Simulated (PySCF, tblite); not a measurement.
**C₅H₂F₄: dynamics, then NMR shifts on frames**

How do NMR shifts of C₅H₂F₄ (`FC(F)=C(F)C1=C(F)C1`) change as the atoms move?

Computed with tblite 0.8.0 and PySCF 2.14.0, with density-fitted response routines of our own, on a single molecule in the gas phase. Atoms are numbered from 0 throughout.

**1. The starting structure**

11 atoms, charge 0, multiplicity 1; geometry from: GFN2-xTB.

Bonds of the start (Å): F0–C1 1.32, C1–F2 1.33, C1–C3 1.34, C3–F4 1.35, C3–C5 1.42, C5–C6 1.31, C6–F7 1.31, C6–C8 1.48, C8–C5 1.53, C8–H9 1.08, C8–H10 1.08.

**2. A short Langevin run with GFN2-xTB**

Job settings and geometry (Å):

```
{"job": {"kind": "md", "xc": "GFN2-xTB", "basis": "xTB", "temperature": 200, "steps": 2000, "every": 50, "frames": 5}, "charge": 0, "multiplicity": 1}
F      1.163570    -2.929952     0.868381
C      0.668616    -1.708143     0.791058
F      0.410193    -1.216333     1.994199
C      0.443482    -1.024804    -0.340604
F      0.741876    -1.610258    -1.516381
C     -0.093822     0.284067    -0.388979
C     -0.499749     1.344668    -1.035472
F     -0.702025     1.967092    -2.167722
C     -0.618870     1.455219     0.437765
H      0.082846     2.067272     0.992011
H     -1.590692     1.373844     0.909641
```

Method: GFN2-xTB Langevin dynamics, gas phase.

Started as:

```sh
$ OMP_NUM_THREADS=1 python probes_run.py task.json out
```

The driver reads the jobs from task.json and runs them one after another.

The log of the run:

```text
t/fs     T/K      E/eV
    0.0   175.5   -830.59131
   25.0    78.1   -830.40942
   50.0   210.5   -830.48112
   75.0   120.2   -830.36874
  100.0   166.6   -830.46238
  125.0   140.9   -830.40864
  150.0   259.2   -830.42651
  175.0   161.7   -830.32875
  200.0   195.3   -830.27336
  225.0   232.2   -830.28122
  250.0   177.9   -830.28452
  275.0   196.4   -830.33021
  300.0   114.7   -830.26554
  325.0   190.8   -830.35228
  350.0   114.7   -830.23131
  375.0   172.3   -830.30613
  400.0   214.1   -830.40894
  425.0   274.5   -830.44559
  450.0   180.7   -830.37338
  475.0   241.2   -830.45810
  500.0   129.7   -830.34005
  525.0   193.4   -830.41401
  550.0   203.8   -830.39587
  575.0   184.1   -830.37309
  600.0   102.8   -830.33150
  625.0   222.0   -830.39648
  650.0   199.2   -830.45970
  675.0   182.3   -830.40293
  700.0   182.4   -830.37536
  725.0   107.2   -830.29679
  750.0   163.9   -830.42520
  775.0   170.3   -830.43703
  800.0   260.3   -830.48577
  825.0   137.0   -830.35555
  850.0   189.0   -830.44634
  875.0   170.1   -830.36431
  900.0   108.6   -830.40869
  925.0    99.9   -830.41596
  950.0   139.2   -830.38045
  975.0   186.0   -830.45909
 1000.0   213.3   -830.42623
```

Wall time 9.5 s (1 thread of Arm Neoverse V1, shared host); peak memory 0.18 GiB.

Distance from the start (root mean square after alignment): 0 fs 0.00 Å, 200 fs 0.35 Å, 400 fs 0.30 Å, 600 fs 0.13 Å, 800 fs 0.10 Å, 1000 fs 0.20 Å.

Positions (Å) and forces (eV/Å) at 1000 fs:

```xyz
11

F     1.217   -3.449    0.422   -0.236    0.257    0.248
C     0.428   -2.378    0.447   -0.214   -1.157    0.428
F    -0.580   -2.511    1.310    0.400   -0.001   -0.170
C     0.548   -1.355   -0.380    0.032    1.512   -1.037
F     1.574   -1.320   -1.263   -0.054   -0.119    0.266
C    -0.348   -0.243   -0.453   -1.111    0.693    0.608
C    -0.794    0.948   -0.811   -0.104   -1.314    0.537
F    -0.513    2.108   -1.365   -0.222   -0.387    0.122
C    -1.816    0.125   -0.034    1.413    0.235   -1.617
H    -2.080    0.428    0.957    0.065   -0.116    0.378
H    -2.586   -0.408   -0.596    0.032    0.398    0.238
```

**3. Nuclear shieldings: 250 fs, PBE0/pcSseg-1**

Job settings and geometry (Å):

```
{"job": {"kind": "nmr", "xc": "PBE0", "basis": "pcSseg-1", "pop": false}, "charge": 0, "multiplicity": 1}
F      1.064800    -3.232500     0.831100
C      0.448900    -2.086900     0.780700
F     -0.167700    -1.739900     1.944900
C      0.416600    -1.324600    -0.282000
F      0.996700    -1.749300    -1.453900
C     -0.097100    -0.002700    -0.303200
C     -0.708400     0.953900    -0.927500
F     -1.390900     1.430300    -1.950900
C     -0.463900     1.311600     0.499800
H      0.253000     2.091300     0.781900
H     -1.254300     1.143300     1.190200
```

With the program's defaults for keys left out, this is: GIAO PBE0/pcSseg-1 NMR shielding, non-relativistic, gas phase.

The log of the run:

```text
coarse grid: 11016 points
cycle   1  E = -590.1014287717  dE =  1.733e+00  |g| = 8.086e-01  |ddm| = 3.310e+00
cycle   2  E = -589.9622418841  dE =  1.392e-01  |g| = 1.240e+00  |ddm| = 1.505e+00
cycle   3  E = -590.2117788458  dE = -2.495e-01  |g| = 1.076e-01  |ddm| = 9.814e-01
cycle   4  E = -590.2128325883  dE = -1.054e-03  |g| = 7.331e-02  |ddm| = 1.387e-01
cycle   5  E = -590.2139574197  dE = -1.125e-03  |g| = 1.595e-02  |ddm| = 7.698e-02
cycle   6  E = -590.2140053341  dE = -4.791e-05  |g| = 6.829e-03  |ddm| = 2.208e-02
cycle   7  E = -590.2140149981  dE = -9.664e-06  |g| = 1.516e-03  |ddm| = 7.155e-03
final grid: 113200 points
cycle   8  E = -590.2927015532  dE = -4.138e-05  |g| = 7.074e-03  |ddm| = 3.038e-02
cycle   9  E = -590.2926917252  dE =  9.828e-06  |g| = 1.077e-02  |ddm| = 1.446e-02
cycle  10  E = -590.2927113432  dE = -1.962e-05  |g| = 9.070e-04  |ddm| = 8.556e-03
cycle  11  E = -590.2927114747  dE = -1.315e-07  |g| = 3.943e-04  |ddm| = 1.233e-03
cycle  12  E = -590.2927115053  dE = -3.065e-08  |g| = 1.631e-04  |ddm| = 5.476e-04
cycle  13  E = -590.2927115116  dE = -6.257e-09  |g| = 3.461e-05  |ddm| = 1.665e-04
cycle  14  E = -590.2927115118  dE = -2.383e-10  |g| = 1.082e-05  |ddm| = 3.748e-05
converged SCF energy = -590.2927115118

GIAO shielding tensors (ppm)
atom      isotropic    diamagn.    paramagn.     s11        s22        s33       span
  0 F      271.832     467.858    -196.026    241.309    269.490    304.696     63.388
  1 C       15.295     251.116    -235.822    -43.951     35.176     54.659     98.610
  2 F      280.842     476.016    -195.174    233.004    286.573    322.949     89.945
  3 C       56.696     246.950    -190.254     16.568     65.554     87.966     71.397
  4 F      349.181     471.022    -121.841    320.684    355.240    371.619     50.935
  5 C      108.589     260.771    -152.181     20.918    146.567    158.283    137.364
  6 C       27.809     254.075    -226.266    -87.455     63.778    107.105    194.559
  7 F      294.110     471.795    -177.685    144.840    253.819    483.672    338.832
  8 C      161.461     249.498     -88.037    125.156    151.278    207.950     82.795
  9 H       29.039      29.129      -0.090     24.656     26.347     36.115     11.459
 10 H       30.070      30.468      -0.399     24.897     28.031     37.281     12.384
```

It took 20 s on 1 thread of Arm Neoverse V1, shared host; peak memory 0.74 GiB.

Shifts follow as δ = σ(reference) − σ, with reference shieldings (ppm) from runs at the same level and on the same kind of geometry: 1H TMS 31.72, 13C TMS 186.9, 19F CFCl3 170.9. The references are single molecules in the gas phase, so shifts against H2O, NH3, PH3, H3PO4 or CFCl3 are not on the usual liquid scales and can be off by tens of ppm. Each atom is listed at this fixed geometry, with no averaging over motion; a spectrum would average atoms that exchange fast.

| atoms | environment | σ (ppm) | δ (ppm) |
| --- | --- | --- | --- |
| C1 | fully substituted alkene carbon | 15.3 | 171.6 |
| C6 | fully substituted alkene carbon | 27.8 | 159.1 |
| C3 | fully substituted alkene carbon | 56.7 | 130.2 |
| C5 | fully substituted alkene carbon | 108.6 | 78.3 |
| C8 | three-membered-ring carbon | 161.5 | 25.5 |
| H9 | hydrogen on a three-membered-ring carbon | 29.04 | 2.68 |
| H10 | hydrogen on a three-membered-ring carbon | 30.07 | 1.65 |
| F0 | vinylic fluorine | 271.8 | -100.9 |
| F2 | vinylic fluorine | 280.8 | -109.9 |
| F7 | vinylic fluorine | 294.1 | -123.2 |
| F4 | vinylic fluorine | 349.2 | -178.2 |

Ring of atoms C5, C6, C8: NICS(0) -30.3, NICS(1) -5.1, NICS(1)zz -9.5 ppm (means of both faces).

**4. Nuclear shieldings: 425 fs, PBE0/pcSseg-1**

Job settings and geometry (Å):

```
{"job": {"kind": "nmr", "xc": "PBE0", "basis": "pcSseg-1", "pop": false}, "charge": 0, "multiplicity": 1}
F      1.155600    -3.532400     1.009400
C      0.619900    -2.304100     0.934400
F     -0.005400    -1.938300     2.058900
C      0.587000    -1.545600    -0.160700
F      1.036500    -1.998200    -1.317600
C      0.007000    -0.256400    -0.167300
C     -0.668200     0.667800    -0.767300
F     -1.149500     1.262400    -1.810600
C     -0.586300     0.827800     0.711600
H      0.082500     1.591200     1.164700
H     -1.456200     0.616200     1.298000
```

Level: GIAO PBE0/pcSseg-1 NMR shielding, non-relativistic, gas phase.

The log of the run:

```text
coarse grid: 11016 points
cycle   1  E = -590.1081142710  dE =  1.843e+00  |g| = 8.084e-01  |ddm| = 3.322e+00
cycle   2  E = -589.9722702825  dE =  1.358e-01  |g| = 1.226e+00  |ddm| = 1.403e+00
cycle   3  E = -590.2181749614  dE = -2.459e-01  |g| = 1.147e-01  |ddm| = 9.071e-01
cycle   4  E = -590.2195040950  dE = -1.329e-03  |g| = 7.857e-02  |ddm| = 1.588e-01
cycle   5  E = -590.2208980072  dE = -1.394e-03  |g| = 1.480e-02  |ddm| = 8.722e-02
cycle   6  E = -590.2209377427  dE = -3.974e-05  |g| = 6.061e-03  |ddm| = 2.073e-02
cycle   7  E = -590.2209452411  dE = -7.498e-06  |g| = 1.653e-03  |ddm| = 6.709e-03
final grid: 113200 points
cycle   8  E = -590.2976662844  dE = -3.855e-05  |g| = 5.960e-03  |ddm| = 2.884e-02
cycle   9  E = -590.2976603741  dE =  5.910e-06  |g| = 8.540e-03  |ddm| = 1.079e-02
cycle  10  E = -590.2976737429  dE = -1.337e-05  |g| = 9.094e-04  |ddm| = 6.422e-03
cycle  11  E = -590.2976738856  dE = -1.427e-07  |g| = 3.094e-04  |ddm| = 1.151e-03
cycle  12  E = -590.2976739047  dE = -1.905e-08  |g| = 1.434e-04  |ddm| = 4.787e-04
cycle  13  E = -590.2976739092  dE = -4.589e-09  |g| = 3.096e-05  |ddm| = 1.598e-04
cycle  14  E = -590.2976739094  dE = -1.867e-10  |g| = 1.024e-05  |ddm| = 3.249e-05
converged SCF energy = -590.2976739094

GIAO shielding tensors (ppm)
atom      isotropic    diamagn.    paramagn.     s11        s22        s33       span
  0 F      265.626     468.164    -202.538    240.770    272.704    283.403     42.632
  1 C       12.214     251.613    -239.399    -44.302     27.800     53.145     97.448
  2 F      288.161     475.692    -187.531    249.219    297.008    318.256     69.037
  3 C       57.591     246.406    -188.815     19.055     63.624     90.096     71.041
  4 F      366.545     470.476    -103.930    302.922    374.534    422.180    119.258
  5 C      115.108     261.349    -146.240     29.518    157.011    158.796    129.278
  6 C       30.068     253.678    -223.611    -85.395     70.447    105.151    190.545
  7 F      313.125     471.502    -158.377    177.099    246.686    515.590    338.492
  8 C      164.992     249.323     -84.331    132.497    150.937    211.543     79.047
  9 H       28.971      29.088      -0.117     24.235     26.291     36.386     12.151
 10 H       29.995      30.451      -0.456     25.514     27.462     37.009     11.494
```

It took 19 s on 1 thread of Arm Neoverse V1, shared host; peak memory 0.76 GiB.

This run: δ C1 174.7, C6 156.9, C3 129.3, C5 71.8, H9 2.75, H10 1.72 ppm.

**5. Shielding tensors: 625 fs, PBE0/pcSseg-1**

Job settings and geometry (Å):

```
{"job": {"kind": "nmr", "xc": "PBE0", "basis": "pcSseg-1", "pop": false}, "charge": 0, "multiplicity": 1}
F      1.584100    -3.554500     0.921700
C      0.810400    -2.466800     0.946000
F      0.351700    -2.327500     2.145400
C      0.752900    -1.564200    -0.079400
F      1.346000    -1.777500    -1.284400
C     -0.030900    -0.369700    -0.074200
C     -0.562700     0.590400    -0.744200
F     -0.713700     1.261500    -1.853200
C     -1.048700     0.524300     0.657600
H     -0.681800     1.239200     1.347100
H     -2.073300     0.138300     0.874900
```

Level: GIAO PBE0/pcSseg-1 NMR shielding, non-relativistic, gas phase.

The log of the run:

```text
coarse grid: 11016 points
cycle   1  E = -590.0991323810  dE =  1.786e+00  |g| = 8.245e-01  |ddm| = 3.314e+00
cycle   2  E = -589.9392593895  dE =  1.599e-01  |g| = 1.287e+00  |ddm| = 1.500e+00
cycle   3  E = -590.2135593962  dE = -2.743e-01  |g| = 1.397e-01  |ddm| = 1.004e+00
cycle   4  E = -590.2159614481  dE = -2.402e-03  |g| = 8.802e-02  |ddm| = 1.967e-01
cycle   5  E = -590.2176943324  dE = -1.733e-03  |g| = 1.480e-02  |ddm| = 9.589e-02
cycle   6  E = -590.2177319253  dE = -3.759e-05  |g| = 6.302e-03  |ddm| = 2.064e-02
cycle   7  E = -590.2177400378  dE = -8.113e-06  |g| = 1.499e-03  |ddm| = 6.916e-03
final grid: 113200 points
cycle   8  E = -590.2962995471  dE = -4.227e-05  |g| = 6.773e-03  |ddm| = 2.817e-02
cycle   9  E = -590.2962906487  dE =  8.898e-06  |g| = 1.025e-02  |ddm| = 1.284e-02
cycle  10  E = -590.2963084777  dE = -1.783e-05  |g| = 9.040e-04  |ddm| = 7.744e-03
cycle  11  E = -590.2963086144  dE = -1.368e-07  |g| = 3.712e-04  |ddm| = 1.220e-03
cycle  12  E = -590.2963086435  dE = -2.902e-08  |g| = 1.458e-04  |ddm| = 5.359e-04
cycle  13  E = -590.2963086484  dE = -4.986e-09  |g| = 2.845e-05  |ddm| = 1.520e-04
cycle  14  E = -590.2963086486  dE = -1.372e-10  |g| = 9.041e-06  |ddm| = 2.844e-05
converged SCF energy = -590.2963086486

GIAO shielding tensors (ppm)
atom      isotropic    diamagn.    paramagn.     s11        s22        s33       span
  0 F      257.939     467.884    -209.946    232.097    255.145    286.574     54.478
  1 C       14.764     247.609    -232.846    -37.691     22.407     59.574     97.265
  2 F      286.982     473.716    -186.734    265.431    288.540    306.975     41.544
  3 C       50.790     246.768    -195.978     18.595     48.626     85.149     66.554
  4 F      350.795     471.313    -120.517    312.818    366.834    372.734     59.916
  5 C      112.087     262.428    -150.341     22.295    155.030    158.935    136.640
  6 C       31.401     252.297    -220.896    -84.309     68.591    109.922    194.231
  7 F      315.368     471.941    -156.572    180.125    256.180    509.800    329.674
  8 C      163.438     250.597     -87.160    130.203    151.147    208.963     78.760
  9 H       30.062      30.882      -0.820     25.146     27.427     37.613     12.466
 10 H       28.800      28.833      -0.033     24.329     26.121     35.950     11.620
```

It took 19 s on 1 thread of Arm Neoverse V1, shared host; peak memory 0.76 GiB.

This run: δ C1 172.2, C6 155.5, C3 136.1, C5 74.8, H10 2.92, H9 1.65 ppm.

**6. Shielding tensors: 800 fs, PBE0/pcSseg-1**

Job settings and geometry (Å):

```
{"job": {"kind": "nmr", "xc": "PBE0", "basis": "pcSseg-1", "pop": false}, "charge": 0, "multiplicity": 1}
F      1.413700    -3.410000     0.811700
C      0.623700    -2.346600     0.680000
F     -0.174100    -2.169400     1.708800
C      0.621400    -1.479200    -0.321500
F      1.542500    -1.573300    -1.294500
C     -0.234000    -0.384400    -0.401700
C     -0.788400     0.723400    -0.860200
F     -0.804500     1.671600    -1.760300
C     -1.398700     0.243400     0.412500
H     -1.193500     0.769600     1.318700
H     -2.358900    -0.248500     0.380900
```

Method: GIAO PBE0/pcSseg-1 NMR shielding, non-relativistic, gas phase.

The log of the run:

```text
coarse grid: 11016 points
cycle   1  E = -590.1084197411  dE =  1.824e+00  |g| = 8.092e-01  |ddm| = 3.349e+00
cycle   2  E = -589.9701888064  dE =  1.382e-01  |g| = 1.231e+00  |ddm| = 1.545e+00
cycle   3  E = -590.2181623141  dE = -2.480e-01  |g| = 1.244e-01  |ddm| = 9.863e-01
cycle   4  E = -590.2196556498  dE = -1.493e-03  |g| = 8.875e-02  |ddm| = 1.902e-01
cycle   5  E = -590.2214773951  dE = -1.822e-03  |g| = 1.616e-02  |ddm| = 1.021e-01
cycle   6  E = -590.2215258141  dE = -4.842e-05  |g| = 6.876e-03  |ddm| = 2.253e-02
cycle   7  E = -590.2215358536  dE = -1.004e-05  |g| = 1.782e-03  |ddm| = 7.538e-03
cycle   8  E = -590.2215365108  dE = -6.572e-07  |g| = 3.031e-04  |ddm| = 1.905e-03
final grid: 113200 points
cycle   9  E = -590.2992034287  dE = -4.100e-05  |g| = 7.043e-03  |ddm| = 3.400e-02
cycle  10  E = -590.2991932928  dE =  1.014e-05  |g| = 1.067e-02  |ddm| = 1.460e-02
cycle  11  E = -590.2992135364  dE = -2.024e-05  |g| = 1.139e-03  |ddm| = 8.765e-03
cycle  12  E = -590.2992137505  dE = -2.141e-07  |g| = 4.417e-04  |ddm| = 1.358e-03
cycle  13  E = -590.2992137919  dE = -4.138e-08  |g| = 1.558e-04  |ddm| = 6.072e-04
cycle  14  E = -590.2992137972  dE = -5.363e-09  |g| = 4.487e-05  |ddm| = 1.692e-04
cycle  15  E = -590.2992137976  dE = -3.947e-10  |g| = 1.051e-05  |ddm| = 4.845e-05
converged SCF energy = -590.2992137976

GIAO shielding tensors (ppm)
atom      isotropic    diamagn.    paramagn.     s11        s22        s33       span
  0 F      270.973     468.301    -197.329    246.622    279.336    286.960     40.337
  1 C       15.859     252.372    -236.513    -40.162     31.268     56.471     96.633
  2 F      293.354     475.694    -182.340    264.442    301.514    314.105     49.663
  3 C       57.582     245.616    -188.034     22.199     63.031     87.516     65.317
  4 F      366.466     471.632    -105.165    320.052    366.207    413.139     93.087
  5 C      115.395     262.828    -147.433     24.506    153.289    168.388    143.882
  6 C       30.701     252.238    -221.536    -82.072     65.952    108.224    190.297
  7 F      306.720     471.404    -164.684    175.340    253.345    491.474    316.134
  8 C      162.003     250.646     -88.643    129.019    152.189    204.802     75.783
  9 H       29.876      31.135      -1.259     25.789     26.919     36.920     11.130
 10 H       29.587      29.719      -0.131     25.280     26.821     36.662     11.382
```

Run time: 18 s. Hardware: 1 thread of Arm Neoverse V1, shared host; peak memory 0.76 GiB.

Key values: δ C1 171.1, C6 156.2, C3 129.3, C5 71.5, H10 2.13, H9 1.84 ppm.

**7. NMR shieldings: 1000 fs, PBE0/pcSseg-1**

Job settings and geometry (Å):

```
{"job": {"kind": "nmr", "xc": "PBE0", "basis": "pcSseg-1", "pop": false}, "charge": 0, "multiplicity": 1}
F      1.216800    -3.449400     0.422000
C      0.427700    -2.378100     0.446500
F     -0.579700    -2.510600     1.310100
C      0.547600    -1.354800    -0.380200
F      1.573900    -1.319800    -1.263200
C     -0.348400    -0.242800    -0.452900
C     -0.793800     0.948300    -0.810700
F     -0.512700     2.108400    -1.364600
C     -1.816400     0.125000    -0.033600
H     -2.079800     0.428500     0.956900
H     -2.586100    -0.408100    -0.595900
```

With the program's defaults for keys left out, this is: GIAO PBE0/pcSseg-1 NMR shielding, non-relativistic, gas phase.

The log of the run:

```text
coarse grid: 11016 points
cycle   1  E = -590.1036919779  dE =  1.673e+00  |g| = 8.124e-01  |ddm| = 3.310e+00
cycle   2  E = -589.9621125402  dE =  1.416e-01  |g| = 1.248e+00  |ddm| = 1.530e+00
cycle   3  E = -590.2149654015  dE = -2.529e-01  |g| = 1.074e-01  |ddm| = 9.758e-01
cycle   4  E = -590.2157947804  dE = -8.294e-04  |g| = 8.055e-02  |ddm| = 1.540e-01
cycle   5  E = -590.2172449144  dE = -1.450e-03  |g| = 1.573e-02  |ddm| = 8.866e-02
cycle   6  E = -590.2172915656  dE = -4.665e-05  |g| = 6.818e-03  |ddm| = 2.214e-02
cycle   7  E = -590.2173014008  dE = -9.835e-06  |g| = 1.623e-03  |ddm| = 7.413e-03
final grid: 113200 points
cycle   8  E = -590.2966407792  dE = -4.396e-05  |g| = 6.840e-03  |ddm| = 3.205e-02
cycle   9  E = -590.2966314829  dE =  9.296e-06  |g| = 1.033e-02  |ddm| = 1.369e-02
cycle  10  E = -590.2966502033  dE = -1.872e-05  |g| = 9.052e-04  |ddm| = 8.265e-03
cycle  11  E = -590.2966503382  dE = -1.349e-07  |g| = 3.788e-04  |ddm| = 1.221e-03
cycle  12  E = -590.2966503661  dE = -2.784e-08  |g| = 1.684e-04  |ddm| = 5.678e-04
cycle  13  E = -590.2966503727  dE = -6.636e-09  |g| = 4.212e-05  |ddm| = 1.822e-04
cycle  14  E = -590.2966503730  dE = -3.395e-10  |g| = 1.122e-05  |ddm| = 4.230e-05
converged SCF energy = -590.2966503730

GIAO shielding tensors (ppm)
atom      isotropic    diamagn.    paramagn.     s11        s22        s33       span
  0 F      269.721     468.224    -198.503    250.415    265.366    293.383     42.968
  1 C       14.331     250.829    -236.499    -40.512     28.432     55.073     95.585
  2 F      288.845     475.075    -186.230    248.231    298.967    319.337     71.106
  3 C       54.556     245.253    -190.698     19.899     56.516     87.251     67.352
  4 F      359.569     471.909    -112.339    317.669    367.630    393.409     75.740
  5 C      110.255     261.143    -150.887     18.176    144.160    168.430    150.254
  6 C       26.186     251.298    -225.112    -93.332     63.877    108.014    201.347
  7 F      301.603     471.818    -170.215    165.841    251.491    487.477    321.636
  8 C      158.143     251.904     -93.761    123.988    147.854    202.586     78.598
  9 H       29.632      30.827      -1.195     25.788     26.731     36.378     10.590
 10 H       29.145      29.067       0.078     24.348     26.813     36.275     11.927
```

Run time: 15 s. Hardware: 1 thread of Arm Neoverse V1, shared host; peak memory 0.76 GiB.

In short: δ C1 172.6, C6 160.7, C3 132.4, C5 76.7, H10 2.57, H9 2.08 ppm.

**8. Side by side: NMR shifts**

Shifts (ppm) of some atoms, chosen among heavy atoms and hydrogens apart, with basis size and wall time:

| frame | C8 | H9 | H10 | F0 | F2 | F7 | F4 | functions | time |
| --- | --- | --- | --- | --- | --- | --- | --- | --- | --- |
| 250 fs | 25.5 | 2.68 | 1.65 | -100.9 | -109.9 | -123.2 | -178.2 | 163 | 20 s |
| 425 fs | 21.9 | 2.75 | 1.72 | -94.7 | -117.2 | -142.2 | -195.6 | 163 | 19 s |
| 625 fs | 23.5 | 1.65 | 2.92 | -87.0 | -116.0 | -144.4 | -179.8 | 163 | 19 s |
| 800 fs | 24.9 | 1.84 | 2.13 | -100.0 | -122.4 | -135.8 | -195.5 | 163 | 18 s |
| 1000 fs | 28.8 | 2.08 | 2.57 | -98.8 | -117.9 | -130.7 | -188.6 | 163 | 15 s |

**9. Outcome**

```
                                        quantity                                value
                                      thermostat                                200 K
                   mean temperature, second half                                169 K
         mean potential energy above the minimum                              0.19 eV
  13C shifts against TMS (PBE0/pcSseg-1, 250 fs)  171.6, 159.1, 130.2, 78.3, 25.5 ppm
   1H shifts against TMS (PBE0/pcSseg-1, 250 fs)                       2.68, 1.65 ppm
19F shifts against CFCl3 (PBE0/pcSseg-1, 250 fs)   -100.9, -109.9, -123.2, -178.2 ppm
                        range of the shift of F7                 -144.4 to -123.2 ppm
```

In words: In the second half the potential energy averages 0.19 eV above the minimum; equipartition over 27 harmonic modes at 200 K would give 0.23 eV. With 11 atoms the temperature swings widely (78 to 274 K). Shifts at one fixed geometry are not the observed spectrum, which averages over the motion. In the first frame run (250 fs): Shielding is most anisotropic at F7 (span 339 ppm, paramagnetic term -178 ppm). In ppm, F7 moves most: its shift spreads over 21.3 ppm, from -144.4 (625 fs) to -123.2 (250 fs).
